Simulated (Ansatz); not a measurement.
Write a Python script for Ansatz 0.2.0, Python API that makes vertical energies of changing the electron count of FH7SSi3, SMILES F[SiH2]S[SiH2][SiH3]. Level of theory (for the species named): MP2, def2-SVPD basis, multiplicity 1.

```yaml
atoms:
  - { symbol: F, position_ang: [-2.5241, -0.1990, 0.1463] }
  - { symbol: Si, position_ang: [-1.8163, 1.2512, 0.1621] }
  - { symbol: S, position_ang: [-0.4811, 1.3613, -1.4877] }
  - { symbol: Si, position_ang: [0.5139, -0.5574, -1.1841] }
  - { symbol: Si, position_ang: [1.6515, -0.7991, 0.7573] }
  - { symbol: H, position_ang: [-2.7970, 2.3727, 0.0541] }
  - { symbol: H, position_ang: [-1.0214, 1.3770, 1.4306] }
  - { symbol: H, position_ang: [-0.5746, -1.5929, -1.2926] }
  - { symbol: H, position_ang: [1.3626, -0.7655, -2.2874] }
  - { symbol: H, position_ang: [0.7554, -0.6223, 1.9747] }
  - { symbol: H, position_ang: [2.7033, 0.2452, 0.8828] }
  - { symbol: H, position_ang: [2.3049, -2.1263, 0.8778] }
```

Script `fh7ssi3.py`:
```python
# -*- coding: utf-8 -*-
"""Vertical ionisation energy and electron affinity of FH7SSi3."""

import ansatz as az
from ase import Atoms

SETTINGS = {
    "basis_set": "def2-SVPD",
    "method": "MP2",
}


def energy_of(molecule, charge=0, unpaired=0):
    calc = (
        molecule.calculation()
        .basis(gaussian=SETTINGS["basis_set"])
        .correlation(SETTINGS["method"])
    )
    if charge:
        calc = calc.charge(charge)
    if unpaired:
        calc = calc.spin("collinear", total=unpaired)
    return calc.run().report["free_energy_ev"]

atoms = Atoms(["F", "Si", "S", "Si", "Si", "H", "H", "H", "H", "H", "H", "H"], positions=[
    [-2.5241, -0.199, 0.1463],
    [-1.8163, 1.2512, 0.1621],
    [-0.4811, 1.3613, -1.4877],
    [0.5139, -0.5574, -1.1841],
    [1.6515, -0.7991, 0.7573],
    [-2.797, 2.3727, 0.0541],
    [-1.0214, 1.377, 1.4306],
    [-0.5746, -1.5929, -1.2926],
    [1.3626, -0.7655, -2.2874],
    [0.7554, -0.6223, 1.9747],
    [2.7033, 0.2452, 0.8828],
    [2.3049, -2.1263, 0.8778],
])
mol = az.Crystal.molecule_from_ase(atoms)

# total-energy differences at one geometry
parent = energy_of(mol, 0, 0)
cation = energy_of(mol, 1, 1)
print(f"E(N)   = {parent:.5f} eV")
print(f"E(N-1) = {cation:.5f} eV  (1 unpaired)")
print(f"vertical ionisation energy {cation - parent:.3f} eV")
anion = energy_of(mol, -1, 1)
print(f"E(N+1) = {anion:.5f} eV  (1 unpaired)")
print(f"vertical electron affinity {parent - anion:.3f} eV" + ("" if anion < parent else " (unbound in this basis)"))
print(f"fundamental gap IP - EA = {cation + anion - 2 * parent:.3f} eV")
```

```console
$ python fh7ssi3.py
E(N)   = -37228.67917 eV
E(N-1) = -37219.01186 eV  (1 unpaired)
vertical ionisation energy 9.667 eV
E(N+1) = -37227.77154 eV  (1 unpaired)
vertical electron affinity -0.908 eV (unbound in this basis)
fundamental gap IP - EA = 10.575 eV
```

At this unrelaxed geometry removing an electron costs 9.67 eV and an added one is unbound in this basis (by 0.91 eV).

Total energies depend on the basis set; only differences at equal settings carry meaning. The geometry is a force-field or estimated start, not a minimum of this method, and the basis set is short of its limit. All parts are taken at fixed geometry, without zero-point energy. At an unrelaxed start these energies can be a whole eV from those at the minimum, and a small affinity can change sign. A negative electron affinity means that the anion is unbound here; its size hangs on the basis and tends to about zero as the basis grows, and so does its part in any gap built on it. The whole script took 2.1 min on 1 thread of Arm Neoverse V2, on a shared host, peak memory 0.73 GiB.
